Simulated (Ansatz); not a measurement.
# Ti2Cd: the cost of one run

Method: DFT LDA, scalar-relativistic, in Ansatz 0.2.0.

## 1. The starting structure

It takes space group I4/mmm (No. 139, tetragonal). Conventional cell: a = 2.865 Å, b = 2.865 Å, c = 13.420 Å, α = 90.00°, β = 90.00°, γ = 90.00°. Ti (site symmetry 4mm) has 8 Ti at 2.84 to 2.86 Å and 4 Cd at 3.11 Å in its first shell of neighbours. Around Cd (site symmetry 4/mmm) lie 4 Cd at 2.86 Å and 8 Ti at 3.11 Å.

Coordinates:

```cif
data_structure
_symmetry_space_group_name_H-M 'P 1'
_symmetry_Int_Tables_number 1
_cell_length_a 7.0092
_cell_length_b 7.0092
_cell_length_c 7.0092
_cell_angle_alpha 156.414
_cell_angle_beta 156.414
_cell_angle_gamma 33.600
_cell_volume 55.08
loop_
_atom_site_label
_atom_site_type_symbol
_atom_site_fract_x
_atom_site_fract_y
_atom_site_fract_z
_atom_site_occupancy
Ti1 Ti 0.32400 0.32400 0.00000 1
Ti2 Ti 0.67600 0.67600 0.00000 1
Cd1 Cd 0.00000 0.00000 0.00000 1
```

Atoms are numbered in the order of the input: Ti1, Ti2, Cd3.

## 2. Volume × 0.96, LAPW

Input file input.yaml:

```yaml
crystal:
  lattice:
    - [-1.4131395186, 1.4131395186, 6.6193132075]
    - [1.4131395186, -1.4131395186, 6.6193132075]
    - [1.4131395186, 1.4131395186, -6.6193132075]
  atoms:
    - { symbol: Ti, position: [0.324, 0.324, 0.0] }
    - { symbol: Ti, position: [0.676, 0.676, 0.0] }
    - { symbol: Cd, position: [0.0, 0.0, 0.0] }
kpoints:
  mp_grid: { grid: [16, 16, 16] }
  band_path:
    path:
      - [0.0, 0.0, 0.0]
      - [0.0, 0.0, 0.5]
      - [0.25, 0.25, 0.25]
      - [0.0, 0.5, 0.0]
      - [0.0, 0.0, 0.0]
      - [0.5, 0.5, -0.5]
      - [0.2613942103, 0.7386057897, -0.2613942103]
      - [-0.2613942103, 0.2613942103, 0.2613942103]
      - [0.0, 0.0, 0.0]
    npoints: 5
scf:
  occupations: { method: fermi_dirac, width: 0.08 }
hamiltonian:
  xc: lda
  pseudopotentials: { kind: all_electron, lapw: { basis_error: 0.001 } }
output:
  forces: true
  stress: true
  eigenvalues: true
```

Command:

```
$ ansatz run input.yaml --threads 1 --pin off --max-ram 4096MiB --backend cpu --events-out ev --progress --plain --runs-dir out
```

Q: Estimate wall time and peak memory on 1 thread of Arm Neoverse V1, shared host.

About 2.4 min, with a peak of 1.4 GiB.
